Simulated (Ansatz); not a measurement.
**C₄H₁₁Ga: how energies converge with the basis set**

Aim: see how fast density functionals converge with the basis set for C₄H₁₁Ga.

Computed with Ansatz 0.2.0, Gaussian basis. Level: one geometry, several basis sets.

Levels to be run: PBE0-D4/def2-SVP; ωB97M-V/def2-SVP; PBE0-D4/def2-QZVPP; ωB97M-V/def2-QZVPP; the functionals' def2-TZVPP values are taken from earlier runs.

**1. The relaxed structure**

All runs share one geometry, relaxed beforehand with PBE0-D4 in a triple-zeta def2 set.

SMILES `C[CH2][GaH][CH2]C`, 16 atoms, charge 0, spin multiplicity 1.

Atoms are counted from 1 here; the program's logs count them from 0.

Bond lengths: C1–C2 1.524 Å, C1–H6 1.095 Å, C1–H7 1.093 Å, C1–H8 1.093 Å, C2–Ga3 1.980 Å, C2–H9 1.097 Å, C2–H10 1.097 Å, Ga3–C4 1.980 Å, Ga3–H11 1.582 Å, C4–C5 1.524 Å, C4–H12 1.097 Å, C4–H13 1.097 Å, C5–H14 1.093 Å, C5–H15 1.093 Å, C5–H16 1.095 Å. Angles: C2–C1–H6 112.1°, C2–C1–H7 111.6°, C2–C1–H8 111.6°, H6–C1–H7 107.2°, H6–C1–H8 107.2°, H7–C1–H8 106.7°, C1–C2–Ga3 116.0°, C1–C2–H9 110.7°, C1–C2–H10 110.7°, Ga3–C2–H9 107.0°, Ga3–C2–H10 107.1°, H9–C2–H10 104.5°, C2–Ga3–C4 120.9°, C2–Ga3–H11 119.7°, C4–Ga3–H11 119.4°, Ga3–C4–C5 115.8°, Ga3–C4–H12 107.2°, Ga3–C4–H13 107.2° and more.

As a file:

```xyz
16
charge 0, multiplicity 1
C    -0.62905    0.27915    2.70403
C     0.10833    0.08982    1.38398
Ga   -1.00993    0.12989   -0.24999
C    -0.20273   -0.12026   -2.04037
C     1.30511   -0.34231   -2.06388
H     0.04873    0.24859    3.56326
H    -1.38362   -0.49674    2.85891
H    -1.15348    1.23784    2.73877
H     0.88521    0.85501    1.26048
H     0.65566   -0.86116    1.37783
H    -2.56972    0.36569   -0.12737
H    -0.72594   -0.95836   -2.51693
H    -0.47571    0.75422   -2.64376
H     1.84500    0.50075   -1.62419
H     1.59218   -1.23097   -1.49516
H     1.68695   -0.47385   -3.08131
```

**2. PBE0-D4 in def2-SVP**

in.yaml reads:

```yaml
crystal:
  periodic: [false, false, false]
  atoms:
    - {symbol: C, position_ang: [-0.629046, 0.279147, 2.704029]}
    - {symbol: C, position_ang: [0.108329, 0.089817, 1.383979]}
    - {symbol: Ga, position_ang: [-1.009928, 0.129885, -0.249989]}
    - {symbol: C, position_ang: [-0.202730, -0.120257, -2.040368]}
    - {symbol: C, position_ang: [1.305112, -0.342308, -2.063876]}
    - {symbol: H, position_ang: [0.048730, 0.248588, 3.563264]}
    - {symbol: H, position_ang: [-1.383622, -0.496740, 2.858910]}
    - {symbol: H, position_ang: [-1.153480, 1.237844, 2.738770]}
    - {symbol: H, position_ang: [0.885207, 0.855008, 1.260476]}
    - {symbol: H, position_ang: [0.655662, -0.861159, 1.377830]}
    - {symbol: H, position_ang: [-2.569720, 0.365687, -0.127374]}
    - {symbol: H, position_ang: [-0.725940, -0.958360, -2.516933]}
    - {symbol: H, position_ang: [-0.475709, 0.754220, -2.643764]}
    - {symbol: H, position_ang: [1.844999, 0.500755, -1.624191]}
    - {symbol: H, position_ang: [1.592182, -1.230973, -1.495157]}
    - {symbol: H, position_ang: [1.686954, -0.473852, -3.081306]}
basis:
  gaussian: {orbitals: def2-SVP}
hamiltonian: {xc: pbe0, dispersion: d4}
output: {orbitals: {seedname: orbitals}}
```

Launch:

```console
ansatz run in.yaml --threads 4 --pin off --events-out ev --progress --plain --max-ram 11315MiB
```

Further steps of the session: ωB97M-V in def2-SVP; PBE0-D4 in def2-QZVPP; ωB97M-V in def2-QZVPP.

Before running them: what should the planned runs give, taken together? Wanted: PBE0-D4: double and triple zeta above quadruple; ωB97M-V: double and triple zeta above quadruple.

The runs gave:

| quantity | value |
| --- | --- |
| PBE0-D4: double and triple zeta above quadruple | 12.86, 1.44 eV |
| ωB97M-V: double and triple zeta above quadruple | 13.12, 1.40 eV |

**Reading.** PBE0-D4 gains 11.42 eV from double to triple zeta, then 1.44 eV more. Total energies overstate the basis error of differences, where much of it tends to cancel.
